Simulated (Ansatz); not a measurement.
# Ru: the cost of one run

Program: Ansatz 0.2.0. Level of theory: DFT PBEsol, scalar-relativistic, plane waves, PAW. These are calculated values, not measurements.

That is the level of the relaxation; later steps name their own.

## Step 1: The system as given

It takes space group Im-3m (No. 229, cubic). The conventional cell has a = 2.923 Å, b = 2.923 Å, c = 2.923 Å, α = 90.00°, β = 90.00°, γ = 90.00°. Ru (site symmetry m-3m) has 8 Ru at 2.53 Å as nearest neighbours.

As a file:

```cif
data_structure
_symmetry_space_group_name_H-M 'P 1'
_symmetry_Int_Tables_number 1
_cell_length_a 2.5315
_cell_length_b 2.5315
_cell_length_c 2.5315
_cell_angle_alpha 109.471
_cell_angle_beta 109.471
_cell_angle_gamma 109.471
_cell_volume 12.49
loop_
_atom_site_label
_atom_site_type_symbol
_atom_site_fract_x
_atom_site_fract_y
_atom_site_fract_z
_atom_site_occupancy
Ru1 Ru 0.00000 0.00000 0.00000 1
```

(A quick probe on a coarse mesh, which set the mesh and smearing, is not shown.)

## Step 3: A loose first relaxation

Input file input.yaml:

```yaml
crystal:
  lattice:
    - [-1.46156721, 1.46156721, 1.46156721]
    - [1.46156721, -1.46156721, 1.46156721]
    - [1.46156721, 1.46156721, -1.46156721]
  atoms:
    - { symbol: Ru, position: [0.0, 0.0, 0.0] }
basis:
  ecutwfc: 420
kpoints:
  mp_grid: { grid: [10, 10, 10] }
hamiltonian:
  xc: pbesol
scf:
  occupations: { method: gaussian, width: 0.1 }
output:
  forces: true
  stress: true
  eigenvalues: true
relax:
  adjacent_minimum: "off"
  f_tol: 0.05
  max_steps: 80
  cell: { stress_tol: 0.5 }
```

On the command line:

```sh
> ansatz run input.yaml --threads 1 --pin off --max-ram 2560MiB --backend cpu --events-out ev --progress --plain --runs-dir out
```

**Question.** How long does this run take on 1 thread of Intel Xeon at 2.70GHz, shared host, and how much memory does it need?

About 4.3 s, with a peak of 0.29 GiB.
